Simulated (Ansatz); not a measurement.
# Si₂GeF₈: one species, many methods

The task here is to estimate one member of a computed series from the others.

Program: Ansatz 0.2.0, Gaussian basis. Level of theory: functionals in def2-TZVPP, the program's frozen cores in correlated methods. These are calculated values, not measurements.

Levels to be run: LDA (SPW92), PBE-D4, revPBE-D4, BLYP-D4, r2SCAN-D4, B97M-V, PBE0-D4, B3LYP-D4, r2SCANh-D4, r2SCAN0-D4, HSE06-D4, BHLYP-D4, CAM-B3LYP-D4, LC-ωPBE, ωB97X-V, ωB97M-V, B2PLYP, PBE-QIDH; CCSD(T)/def2-SVP; CCSD(T)/def2-TZVPP; MP2/def2-QZVPP; extrapolation to the limit; RPA on PBE.

## Structure used throughout

An earlier PBE0-D4 in a triple-zeta def2 set relaxation fixed the geometry.

SMILES `F[Si](F)(F)[Ge]([F])([F])[Si](F)(F)F`, 11 atoms, charge 0, spin multiplicity 1.

Atoms are counted from 1 here; the program's logs count them from 0.

Bond lengths: F1–Si2 1.574 Å, Si2–F3 1.570 Å, Si2–F4 1.573 Å, Si2–Ge5 2.393 Å, Ge5–F6 1.730 Å, Ge5–F7 1.730 Å, Ge5–Si8 2.393 Å, Si8–F9 1.573 Å, Si8–F10 1.570 Å, Si8–F11 1.574 Å. Angles: F1–Si2–F3 108.9°, F1–Si2–F4 108.3°, F1–Si2–Ge5 109.5°, F3–Si2–F4 108.9°, F3–Si2–Ge5 111.6°, F4–Si2–Ge5 109.6°, Si2–Ge5–F6 107.0°, Si2–Ge5–F7 107.0°, Si2–Ge5–Si8 122.4°, F6–Ge5–F7 105.1°, F6–Ge5–Si8 107.1°, F7–Ge5–Si8 107.0°, Ge5–Si8–F9 109.6°, Ge5–Si8–F10 111.6°, Ge5–Si8–F11 109.5°, F9–Si8–F10 108.9°, F9–Si8–F11 108.3°, F10–Si8–F11 108.9°.

The first run:

in.yaml

```yaml
crystal:
  periodic: [false, false, false]
  atoms:
    - {symbol: F, position_ang: [-2.544783, 0.982118, 0.740553]}
    - {symbol: Si, position_ang: [-1.242480, 0.693963, 1.575400]}
    - {symbol: F, position_ang: [-1.034578, 1.855826, 2.610538]}
    - {symbol: F, position_ang: [-1.445924, -0.655705, 2.358117]}
    - {symbol: Ge, position_ang: [0.627006, 0.488231, 0.095339]}
    - {symbol: F, position_ang: [2.028731, 0.242384, 1.079785]}
    - {symbol: F, position_ang: [0.861733, 2.035476, -0.643156]}
    - {symbol: Si, position_ang: [0.702989, -1.142700, -1.654563]}
    - {symbol: F, position_ang: [-0.498761, -0.910747, -2.643341]}
    - {symbol: F, position_ang: [2.047678, -1.062582, -2.460818]}
    - {symbol: F, position_ang: [0.563889, -2.583364, -1.037252]}
basis:
  gaussian: {orbitals: def2-TZVPP}
hamiltonian: {xc: lda}
output: {orbitals: {seedname: orbitals}}
```

The run is started by

```sh
$ ansatz run in.yaml --threads 4 --pin off --events-out ev --progress --plain --max-ram 66560MiB --backend cuda --devices 0, --max-vram 37GiB
```

Among the steps run: LDA; PBE-D4 (GGA); revPBE-D4 (GGA); BLYP-D4 (GGA); r2SCAN-D4 (meta-GGA); B97M-V (meta-GGA); PBE0-D4 (hybrid); B3LYP-D4 (hybrid); r2SCANh-D4 (hybrid); r2SCAN0-D4 (hybrid); HSE06-D4 (hybrid); BHLYP-D4 (hybrid); CAM-B3LYP-D4 (range-separated); LC-ωPBE (range-separated); ωB97X-V (range-separated); ωB97M-V (range-separated); B2PLYP (double hybrid); PBE-QIDH (double hybrid).

One of the session's tables, all rows but one given; the rest of the session is left out.

It belongs to the step «Frontier levels by functional». 

| functional | HOMO (eV) | LUMO (eV) | gap (eV) |
| --- | --- | --- | --- |
| LDA (SPW92) | -8.23 | -3.02 | 5.22 |
| PBE-D4 | -8.00 | -2.66 | 5.34 |
| revPBE-D4 | -7.90 | -2.50 | 5.40 |
| BLYP-D4 | -7.90 | -2.50 | 5.40 |
| r2SCAN-D4 | ? | ? | ? |
| B97M-V | -8.43 | -2.55 | 5.88 |
| PBE0-D4 | -9.45 | -1.93 | 7.52 |
| B3LYP-D4 | -9.23 | -2.10 | 7.13 |
| r2SCANh-D4 | -8.88 | -2.26 | 6.62 |
| r2SCAN0-D4 | -9.67 | -1.86 | 7.81 |
| HSE06-D4 | -9.05 | -2.30 | 6.75 |
| BHLYP-D4 | -10.79 | -1.09 | 9.70 |
| CAM-B3LYP-D4 | -10.79 | -0.89 | 9.90 |
| LC-ωPBE | -11.99 | 0.29 | 12.28 |
| ωB97X-V | -11.68 | 0.17 | 11.84 |
| ωB97M-V | -11.46 | -0.06 | 11.39 |

**Question.** Estimate the row for r2SCAN-D4.

Worked estimate for «HOMO (eV)». Against the share of exact exchange, r2SCANh-D4 (0.1, -8.88), r2SCAN0-D4 (0.25, -9.67) give a slope of -5.27 per unit share; at 0 the line stands at -8.35.

The run gave: HOMO (eV): -8.35; LUMO (eV): -2.52; gap (eV): 5.83. In «HOMO (eV)» the line misses by 0.00.
